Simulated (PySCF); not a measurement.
**From one method to the next for SiTe⁻**

Starting from one script, swap the method and compare what comes out for SiTe⁻.

Method: each script names its method and basis; program: PySCF 2.14.0.

8 further runs of the same task are left out: 2 for a known fault of the program, 6 that didn't finish.

### 1 Starting geometry

SiTe⁻: 2 atoms, charge -1, spin multiplicity 2.

No contacts short enough for the rule that draws bonds.

### 2 Base script

File input.py:

```python
from pyscf import gto, scf, mcscf

mol = gto.M(
    atom='Si 0 0 0; Te 0 0 2.915',
    basis='lanl2dz',
    ecp={'Si': 'lanl2dz', 'Te': 'lanl2dz'},
    charge=-1,
    spin=1,
    verbose=3,
)
mf = scf.ROHF(mol)
mf.kernel()
mc = mcscf.CASCI(mf, 6, 5)
mc.kernel()
mc.analyze()
mf.dip_moment()
print('orbital energies (hartree):', mf.mo_energy[..., max(0, mol.nelec[1]-3):mol.nelec[0]+3].round(4))
```

On the command line:

```sh
> python input.py
```

The program printed:

```text
converged SCF energy = -11.5882886022972
CASCI E = -11.5978396534436  E(CI) = -2.92825554639862  S^2 = 0.7500000

WARN: System has nonzero charge -1; the dipole moment is origin-dependent.
Location of origin: [0. 0. 0.]

Dipole moment(X, Y, Z, Debye):  0.00000,  0.00000, -10.67376
orbital energies (hartree): [-0.11   -0.0909 -0.0851  0.0588  0.1705  0.2402  0.6492]
```

Run time: 1.1 s. Hardware: 1 thread, shared host.

It gives: E(SCF) = -11.588289 Eh, E(CAS) − E(SCF) = -0.00955 Eh.

The bond length is a typed value, not an optimised one. The dipole of an ion depends on the origin.

### 3 CASSCF

Variant 1 changes step after the SCF: casci → casscf.

input.py, as its differences from that of step 2:

```diff
@@ -12,3 +12,3 @@
 mf.kernel()
-mc = mcscf.CASCI(mf, 6, 5)
+mc = mcscf.CASSCF(mf, 6, 5)
 mc.kernel()
```

On the command line:

```sh
> python input.py
```

The program printed:

```text
converged SCF energy = -11.5882886022972
CASSCF energy = -11.6392158876797
CASCI E = -11.6392158876797  E(CI) = -2.97109169822637  S^2 = 0.7500000

WARN: System has nonzero charge -1; the dipole moment is origin-dependent.
Location of origin: [0. 0. 0.]

Dipole moment(X, Y, Z, Debye):  0.00000,  0.00000, -10.67376
orbital energies (hartree): [-0.11   -0.0909 -0.0851  0.0588  0.1705  0.2402  0.6492]
```

Run time: 3.4 s. Hardware: 1 thread, shared host.

Result: E(SCF) = -11.588289 Eh (no change), E(CAS) − E(SCF) = -0.05093 Eh.

### 4 Tpssh (ROKS)

Variant 2 changes functional: none (Hartree–Fock) → tpssh; SCF type: ROHF → ROKS; step after the SCF: casci → analyze.

input.py, as its differences from that of step 2:

```diff
@@ -1,2 +1,2 @@
-from pyscf import gto, scf, mcscf
+from pyscf import gto, dft
 
@@ -10,7 +10,5 @@
 )
-mf = scf.ROHF(mol)
+mf = dft.ROKS(mol, xc='tpssh')
 mf.kernel()
-mc = mcscf.CASCI(mf, 6, 5)
-mc.kernel()
-mc.analyze()
+mf.mulliken_pop()
 mf.dip_moment()
```

On the command line:

```sh
> python input.py
```

The program printed:

```text
converged SCF energy = -11.9452968914278
 ** Mulliken pop  **
pop of  0 Si 3s           0.91294
pop of  0 Si 4s           1.04666
pop of  0 Si 3px          0.16005
pop of  0 Si 3py          0.43379
pop of  0 Si 3pz          0.35736
pop of  0 Si 4px          0.30290
pop of  0 Si 4py          0.64025
pop of  0 Si 4pz          0.45538
pop of  1 Te 5s           0.72779
pop of  1 Te 6s           1.24545
pop of  1 Te 5px          0.67654
pop of  1 Te 5py          0.81609
pop of  1 Te 5pz          0.61577
pop of  1 Te 6px          0.90508
pop of  1 Te 6py          1.06529
pop of  1 Te 6pz          0.63866
 ** Mulliken atomic charges  **
charge of    0Si =     -0.30933
charge of    1Te =     -0.69067

WARN: System has nonzero charge -1; the dipole moment is origin-dependent.
Location of origin: [0. 0. 0.]

Dipole moment(X, Y, Z, Debye):  0.00000,  0.00000, -9.22409
orbital energies (hartree): [-0.0374 -0.0157 -0.0082  0.0556  0.0599  0.1289  0.4965]
```

It took 2.2 s on 1 thread, shared host.

Result: E(SCF) = -11.945297 Eh.

### 5 Population analysis

Variant 3 changes step after the SCF: casci → analyze.

input.py, as its differences from that of step 2:

```diff
@@ -1,2 +1,2 @@
-from pyscf import gto, scf, mcscf
+from pyscf import gto, scf
 
@@ -12,5 +12,3 @@
 mf.kernel()
-mc = mcscf.CASCI(mf, 6, 5)
-mc.kernel()
-mc.analyze()
+mf.mulliken_pop()
 mf.dip_moment()
```

On the command line:

```sh
> python input.py
```

The program printed:

```text
converged SCF energy = -11.5882886022972
 ** Mulliken pop  **
pop of  0 Si 3s           0.89287
pop of  0 Si 4s           1.04248
pop of  0 Si 3px          0.41387
pop of  0 Si 3py          0.07891
pop of  0 Si 3pz          0.40921
pop of  0 Si 4px          0.57552
pop of  0 Si 4py          0.18830
pop of  0 Si 4pz          0.60670
pop of  1 Te 5s           0.71464
pop of  1 Te 6s           1.24003
pop of  1 Te 5px          0.81710
pop of  1 Te 5py          0.72986
pop of  1 Te 5pz          0.51332
pop of  1 Te 6px          1.12760
pop of  1 Te 6py          1.06884
pop of  1 Te 6pz          0.58076
 ** Mulliken atomic charges  **
charge of    0Si =     -0.20786
charge of    1Te =     -0.79214

WARN: System has nonzero charge -1; the dipole moment is origin-dependent.
Location of origin: [0. 0. 0.]

Dipole moment(X, Y, Z, Debye):  0.00000,  0.00000, -10.67376
orbital energies (hartree): [-0.11   -0.0909 -0.0851  0.0588  0.1705  0.2402  0.6492]
```

Run time: 0.81 s. Hardware: 1 thread, shared host.

Result: E(SCF) = -11.588289 Eh (no change).

### 6 Geometry optimisation

Variant 4 changes step after the SCF: casci → optimize.

File input.py:

```python
from pyscf import gto, scf
from pyscf.geomopt.geometric_solver import optimize

mol = gto.M(
    atom='Si 0 0 0; Te 0 0 2.915',
    basis='lanl2dz',
    ecp={'Si': 'lanl2dz', 'Te': 'lanl2dz'},
    charge=-1,
    spin=1,
    verbose=3,
)
mf = scf.ROHF(mol)
mf.kernel()
mol_eq = optimize(mf, maxsteps=30)
print('optimised geometry (angstrom)')
print(mol_eq.tostring('raw'))
print('orbital energies (hartree):', mf.mo_energy[..., max(0, mol.nelec[1]-3):mol.nelec[0]+3].round(4))
```

On the command line:

```sh
> python input.py
```

The program printed:

```text
converged SCF energy = -11.5882886022972
input.py

Current date and time:

#|     Arguments passed to driver run_optimizer():      |#
logIni                    <dir>
maxiter                   30
----------------------------------------------------------
Custom engine selected.
Bonds will be generated from interatomic distances less than 1.20 times sum of covalent radii
6 internal coordinates being used (instead of 6 Cartesians)
Internal coordinate system (atoms numbered from 1):
Distance 1-2
Translation-X 1-2
Translation-Y 1-2
Translation-Z 1-2
Rotation-A 1-2
Rotation-B 1-2
Rotation-C 1-2
> ===== Optimization Info: ====
> Job type: Energy minimization
> Maximum number of optimization cycles: 30
> Initial / maximum trust radius (Angstrom): 0.100 / 0.300
> Convergence Criteria:
> Will converge when all 5 criteria are reached:
>  |Delta-E| < 1.00e-06
>  RMS-Grad  < 3.00e-04
>  Max-Grad  < 4.50e-04
>  RMS-Disp  < 1.20e-03
>  Max-Disp  < 1.80e-03
> === End Optimization Info ===

Geometry optimization cycle 1
Cartesian coordinates (Angstrom)
 Atom        New coordinates             dX        dY        dZ
  Si   0.000000   0.000000   0.000000    0.000000  0.000000  0.000000
  Te   0.000000   0.000000   2.915000    0.000000  0.000000  0.000000

WARN: Mole.unit (angstrom) is changed to Bohr

converged SCF energy = -11.5882886022986
--------------- ROHF_Scanner gradients ---------------
         x                y                z
0 Si     0.0000000000     0.0000000000    -0.0433884084
1 Te    -0.0000000000    -0.0000000000     0.0433884084
----------------------------------------------
cycle 1: E = -11.5882886023  dE = -11.5883  norm(grad) = 0.0613605
Step    0 : Gradient = 4.339e-02/4.339e-02 (rms/max) Energy = -11.5882886023
Hessian Eigenvalues: 4.25760e-02 5.00000e-02 5.00000e-02 ... 5.00000e-02 5.00000e-02 5.00000e-02

Geometry optimization cycle 2
Cartesian coordinates (Angstrom)
 Atom        New coordinates             dX        dY        dZ
  Si  -0.000000  -0.000000   0.100000   -0.000000 -0.000000  0.100000
  Te   0.000000   0.000000   2.815000    0.000000  0.000000 -0.100000
converged SCF energy = -11.6030766951922
--------------- ROHF_Scanner gradients ---------------
         x                y                z
0 Si     0.0000000000     0.0000000000    -0.0329327464
1 Te    -0.0000000000    -0.0000000000     0.0329327464
----------------------------------------------
cycle 2: E = -11.6030766952  dE = -0.0147881  norm(grad) = 0.0465739
Step    1 : Displace = 1.000e-01/1.000e-01 (rms/max) Trust = 1.000e-01 (=) Grad = 3.293e-02/3.293e-02 (rms/max) E (change) = -11.6030766952 (-1.479e-02) Quality = 1.107
Hessian Eigenvalues: 2.76645e-02 5.00000e-02 5.00000e-02 ... 5.00000e-02 5.00000e-02 5.00000e-02

Geometry optimization cycle 3
Cartesian coordinates (Angstrom)
 Atom        New coordinates             dX        dY        dZ
  Si   0.000000  -0.000000   0.241421    0.000000  0.000000  0.141421
  Te  -0.000000   0.000000   2.673579   -0.000000 -0.000000 -0.141421
converged SCF energy = -11.6107385151805
--------------- ROHF_Scanner gradients ---------------
         x                y                z
0 Si    -0.0000000000     0.0000000000     0.0126501125
1 Te     0.0000000000    -0.0000000000    -0.0126501125
----------------------------------------------
cycle 3: E = -11.6107385152  dE = -0.00766182  norm(grad) = 0.01789
Step    2 : Displace = 1.414e-01/1.414e-01 (rms/max) Trust = 1.414e-01 (+) Grad = 1.265e-02/1.265e-02 (rms/max) E (change) = -11.6107385152 (-7.662e-03) Quality = 0.561
Hessian Eigenvalues: 5.00000e-02 5.00000e-02 5.00000e-02 ... 5.00000e-02 5.00000e-02 8.52821e-02

Geometry optimization cycle 4
Cartesian coordinates (Angstrom)
 Atom        New coordinates             dX        dY        dZ
  Si   0.000000  -0.000000   0.202174    0.000000 -0.000000 -0.039247
  Te  -0.000000   0.000000   2.712826   -0.000000  0.000000  0.039247
converged SCF energy = -11.6112126088971
--------------- ROHF_Scanner gradients ---------------
         x                y                z
0 Si     0.0000000000    -0.0000000000    -0.0053804867
1 Te    -0.0000000000     0.0000000000     0.0053804867
----------------------------------------------
cycle 4: E = -11.6112126089  dE = -0.000474094  norm(grad) = 0.00760916
Step    3 : Displace = 3.925e-02/3.925e-02 (rms/max) Trust = 1.414e-01 (=) Grad = 5.380e-03/5.380e-03 (rms/max) E (change) = -11.6112126089 (-4.741e-04) Quality = 0.505
Hessian Eigenvalues: 5.00000e-02 5.00000e-02 5.00000e-02 ... 5.00000e-02 5.00000e-02 1.21555e-01

Geometry optimization cycle 5
Cartesian coordinates (Angstrom)
 Atom        New coordinates             dX        dY        dZ
  Si   0.000000  -0.000000   0.213886   -0.000000  0.000000  0.011712
  Te  -0.000000   0.000000   2.701114    0.000000 -0.000000 -0.011712
converged SCF energy = -11.6113452659054
--------------- ROHF_Scanner gradients ---------------
         x                y                z
0 Si    -0.0000000000    -0.0000000000    -0.0005419106
1 Te     0.0000000000     0.0000000000     0.0005419106
----------------------------------------------
cycle 5: E = -11.6113452659  dE = -0.000132657  norm(grad) = 0.000766377
Step    4 : Displace = 1.171e-02/1.171e-02 (rms/max) Trust = 1.414e-01 (=) Grad = 5.419e-04/5.419e-04 (rms/max) E (change) = -11.6113452659 (-1.327e-04) Quality = 1.114
Hessian Eigenvalues: 5.00000e-02 5.00000e-02 5.00000e-02 ... 5.00000e-02 5.00000e-02 1.09312e-01

Geometry optimization cycle 6
Cartesian coordinates (Angstrom)
 Atom        New coordinates             dX        dY        dZ
  Si   0.000000  -0.000000   0.215198    0.000000  0.000000  0.001312
  Te  -0.000000   0.000000   2.699802   -0.000000 -0.000000 -0.001312
converged SCF energy = -11.611346544256
--------------- ROHF_Scanner gradients ---------------
         x                y                z
0 Si     0.0000000000     0.0000000000     0.0000272247
1 Te    -0.0000000000    -0.0000000000    -0.0000272247
----------------------------------------------
cycle 6: E = -11.6113465443  dE = -1.27835e-06  norm(grad) = 3.85016e-05
Step    5 : Displace = 1.312e-03/1.312e-03 (rms/max) Trust = 2.000e-01 (+) Grad = 2.722e-05/2.722e-05 (rms/max) E (change) = -11.6113465443 (-1.278e-06) Quality = 0.952
Hessian Eigenvalues: 5.00000e-02 5.00000e-02 5.00000e-02 ... 5.00000e-02 5.00000e-02 1.14804e-01

Geometry optimization cycle 7
Cartesian coordinates (Angstrom)
 Atom        New coordinates             dX        dY        dZ
  Si   0.000000  -0.000000   0.215135   -0.000000 -0.000000 -0.000063
  Te  -0.000000   0.000000   2.699865    0.000000  0.000000  0.000063
converged SCF energy = -11.6113465474435
--------------- ROHF_Scanner gradients ---------------
         x                y                z
0 Si    -0.0000000000     0.0000000000    -0.0000003950
1 Te     0.0000000000    -0.0000000000     0.0000003950
----------------------------------------------
cycle 7: E = -11.6113465474  dE = -3.18749e-09  norm(grad) = 5.58682e-07
Step    6 : Displace = 6.274e-05/6.274e-05 (rms/max) Trust = 2.828e-01 (+) Grad = 3.950e-07/3.950e-07 (rms/max) E (change) = -11.6113465474 (-3.187e-09) Quality = 0.987
Hessian Eigenvalues: 5.00000e-02 5.00000e-02 5.00000e-02 ... 5.00000e-02 5.00000e-02 1.14804e-01
Converged! =D

    #| If this code has benefited your research, please support us by citing: |#
    #| Wang, L.-P.; Song, C.C. (2016) "Geometry optimization made simple with |#
    #| translation and rotation coordinates", J. Chem, Phys. 144, 214108.     |#
    #|                                     |#
optimised geometry (angstrom)
Si          0.00000000       -0.00000000        0.21513485
Te         -0.00000000        0.00000000        2.69986515
orbital energies (hartree): [-0.11   -0.0909 -0.0851  0.0588  0.1705  0.2402  0.6492]
```

Wall time 2.1 s (1 thread, shared host).

This run: at the starting geometry E(SCF) = -11.588289 Eh (no change), optimised bond 2.485 Å in 7 steps; the optimisation lowers the energy by 0.627 eV.

Along the way:

| step | energy from step 1 (hartree) |
| --- | --- |
| 1 | 0.000000 |
| 2 | -0.014788 |
| 3 | -0.022450 |
| 4 | -0.022924 |
| 5 | -0.023057 |
| 6 | -0.023058 |
| 7 | -0.023058 |

The bond:

| bond | before (Å) | after (Å) | change (Å) |
| --- | --- | --- | --- |
| Si1–Te2 | 2.915 | 2.485 | -0.430 |

### 7 Gradient

Variant 5 changes step after the SCF: casci → gradient.

input.py, as its differences from that of step 2:

```diff
@@ -1,2 +1,2 @@
-from pyscf import gto, scf, mcscf
+from pyscf import gto, scf
 
@@ -12,5 +12,3 @@
 mf.kernel()
-mc = mcscf.CASCI(mf, 6, 5)
-mc.kernel()
-mc.analyze()
+mf.nuc_grad_method().kernel()
 mf.dip_moment()
```

On the command line:

```sh
> python input.py
```

The program printed:

```text
converged SCF energy = -11.5882886022972
--------------- ROHF gradients ---------------
         x                y                z
0 Si     0.0000000000     0.0000000000    -0.0433883697
1 Te    -0.0000000000    -0.0000000000     0.0433883697
----------------------------------------------

WARN: System has nonzero charge -1; the dipole moment is origin-dependent.
Location of origin: [0. 0. 0.]

Dipole moment(X, Y, Z, Debye):  0.00000,  0.00000, -10.67376
orbital energies (hartree): [-0.11   -0.0909 -0.0851  0.0588  0.1705  0.2402  0.6492]
```

Run time: 1.1 s. Hardware: 1 thread, shared host.

Outcome: E(SCF) = -11.588289 Eh (no change), gradient on the second atom 0.0434 Eh/bohr.

### 8 All runs together

| run | E(SCF) (hartree) | from base (eV) | after the SCF |
| --- | --- | --- | --- |
| base | -11.588289 | 0 | CASCI correlation -0.260 eV |
| CASSCF | -11.588289 | 0.0000 | CASSCF correlation -1.386 eV |
| tpssh (ROKS) | -11.945297 | not comparable | n/a |
| population analysis | -11.588289 | 0.0000 | n/a |
| geometry optimisation | -11.588289 | 0.0000 | bond 2.485 Å, -0.627 eV |
| gradient | -11.588289 | 0.0000 | n/a |

SCF columns refer to the geometry typed in the script.

Wall time on 1 thread, shared host, start-up included: base 1.1 s; CASSCF 3.4 s; tpssh (ROKS) 2.2 s; population analysis 0.81 s; geometry optimisation 2.1 s; gradient 1.1 s.

In words: A lower total energy from another functional means nothing by itself. The dearest run is “CASSCF”, at 3.4 s against 1.1 s.
